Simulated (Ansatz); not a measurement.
# Pt (fcc type): the cost of one run

Program: Ansatz 0.2.0. Level of theory: DFT, PBEsol, all-electron LAPW, scalar-relativistic. These are calculated values, not measurements.

## (1) The system as given

It takes space group Fm-3m (No. 225, cubic). Conventional cell: a = 3.919 Å, b = 3.919 Å, c = 3.919 Å, α = 90.00°, β = 90.00°, γ = 90.00°. Around Pt (site symmetry m-3m) lie 12 Pt at 2.77 Å.

As a file:

```
Pt
1.0
     1.95952    1.95952    0.00000
    -1.95952    1.95952    0.00000
     0.00000    0.00000    3.91904
Pt
2
Cartesian
  0.0000 0.0000 0.0000
  0.0000 1.9595 1.9595
```

Atoms are numbered in the order of the input: Pt1, Pt2.

## (2) Bulk in the slab's orientation, LAPW

The input, input.yaml:

```yaml
crystal:
  lattice:
    - [1.9595222153, 1.9595222153, 0.0]
    - [-1.9595222153, 1.9595222153, 0.0]
    - [0.0, 0.0, 3.9190444306]
  atoms:
    - { symbol: Pt, position: [0.0, 0.0, 0.0] }
    - { symbol: Pt, position: [0.5, 0.5, 0.5] }
kpoints:
  mp_grid: { grid: [15, 15, 11] }
scf:
  occupations: { method: fermi_dirac, width: 0.08 }
hamiltonian:
  xc: pbesol
  pseudopotentials: { kind: all_electron, lapw: { basis_error: 0.001 } }
output:
  forces: true
  stress: true
  eigenvalues: true
```

Launch:

```sh
$ ansatz run input.yaml --threads 2 --pin off --max-ram 4096MiB --backend cpu --events-out ev --progress --plain --runs-dir out
```

What time and memory should one allow on 2 threads of Intel Xeon Platinum 8375C at 2.90GHz (Ice Lake), shared host?

About 36 s, with a peak of 0.94 GiB.
